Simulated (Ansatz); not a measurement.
Below is the output of a Python script on Ansatz's Python interface that makes a ladder of methods at one geometry of C2H6BBrSi, SMILES C[SiH]1BC1Br. Write a script that gives it. Level of theory (for the species named): revPBE, def2-SVP basis, multiplicity 1. The script varies functional: revpbe, cam_b3lyp, hse06, b3lyp, pbe0.

```yaml
atoms:
  - { symbol: C, position_ang: [-1.3072, 0.2456, 1.0870] }
  - { symbol: Si, position_ang: [-0.0679, 0.7233, -0.2016] }
  - { symbol: B, position_ang: [1.4356, -0.6090, 0.0045] }
  - { symbol: C, position_ang: [0.5866, -0.5936, -1.2359] }
  - { symbol: Br, position_ang: [1.4038, 0.0096, -2.8500] }
  - { symbol: H, position_ang: [-2.1438, 1.0870, 1.0811] }
  - { symbol: H, position_ang: [-0.8557, 0.2367, 2.0810] }
  - { symbol: H, position_ang: [-1.7716, -0.6732, 0.8187] }
  - { symbol: H, position_ang: [0.5757, 2.0684, -0.1308] }
  - { symbol: H, position_ang: [2.3730, -1.0635, 0.6530] }
  - { symbol: H, position_ang: [-0.1630, -1.4884, -1.2865] }
```

```console
$ python methods.py
functional    E (Ha)        dipole (D)   HOMO (eV)  LUMO (eV)
revpbe       -2967.418622     1.840      -4.589     -3.059
cam_b3lyp    -2967.779512     1.914      -6.753     -0.925
hse06        -2967.167890     1.945      -5.219     -2.583
b3lyp        -2967.776899     1.872      -5.387     -2.303
pbe0         -2967.176555     1.944      -5.608     -2.197
```

One script that gives this output:

Script `methods.py`:
```python
"""One geometry of C2H6BBrSi, method by method."""

from pathlib import Path
import argparse

import ansatz as az
import numpy as np

parser = argparse.ArgumentParser(description="One geometry of C2H6BBrSi, method by method.")
parser.add_argument("--basis", default="def2-SVP", help="Gaussian basis set")
args = parser.parse_args()


def main() -> None:
    geometry_ang = [
        ("C", [-1.3072, 0.2456, 1.087]),
        ("Si", [-0.0679, 0.7233, -0.2016]),
        ("B", [1.4356, -0.609, 0.0045]),
        ("C", [0.5866, -0.5936, -1.2359]),
        ("Br", [1.4038, 0.0096, -2.85]),
        ("H", [-2.1438, 1.087, 1.0811]),
        ("H", [-0.8557, 0.2367, 2.081]),
        ("H", [-1.7716, -0.6732, 0.8187]),
        ("H", [0.5757, 2.0684, -0.1308]),
        ("H", [2.373, -1.0635, 0.653]),
        ("H", [-0.163, -1.4884, -1.2865]),
    ]
    geometry = az.Crystal.molecule()
    for symbol, xyz in geometry_ang:
        geometry = geometry.atom(symbol, xyz)

    model = geometry.calculation().basis(gaussian=args.basis)

    print("functional    E (Ha)        dipole (D)   HOMO (eV)  LUMO (eV)")
    for name in ["revpbe", "cam_b3lyp", "hse06", "b3lyp", "pbe0"]:
        report = model.functional(name).forces().orbitals().run(threads=1, runs_dir="runs").report
        lines = Path(report["orbitals_path"]).read_text().splitlines()
        field_of = lambda key: [line.split("=")[1].strip() for line in lines if line.startswith(key)]
        orbitals = [(27.211386 * float(e), s, float(n)) for e, s, n in zip(field_of("Ene="), field_of("Spin="), field_of("Occup="))]
        homo = max(e for e, _, n in orbitals if n > 0.5)
        lumo = min(e for e, _, n in orbitals if n < 0.5)
        dipole = 4.803205 * np.linalg.norm(report["charge_distribution"]["dipole_moment_e_ang"])
        print(f"{name:10s} {report['free_energy_ev'] / 27.211386246:14.6f} {dipole:9.3f} {homo:11.3f} {lumo:10.3f}")


if __name__ == "__main__":
    main()
```

Caveats:
- Total energies depend on the basis set; only differences at equal settings carry meaning.
- The geometry is a force-field or estimated start, not a minimum of this method, and the basis set is short of its limit. A lower total doesn't mark the better method: functionals have no common bound, and MP2 and coupled cluster aren't variational.
- b3lyp holds the VWN-RPA fit, as in Gaussian; the form of ORCA and Turbomole is b3lyp5.
- Levels such as HOMO and LUMO are orbital energies: with these approximate functionals they aren't the ionisation energy and electron affinity, and their gap isn't the fundamental gap.
- hse06 follows the composition of plane-wave codes, whose totals differ by tens of mHa, up to about 0.1 Ha, from the form usual in Gaussian-basis programs (wpbeh).
- Wall time of the script: 37 s on 1 thread of Arm Neoverse V1, on a shared host, peak memory 0.41 GiB.
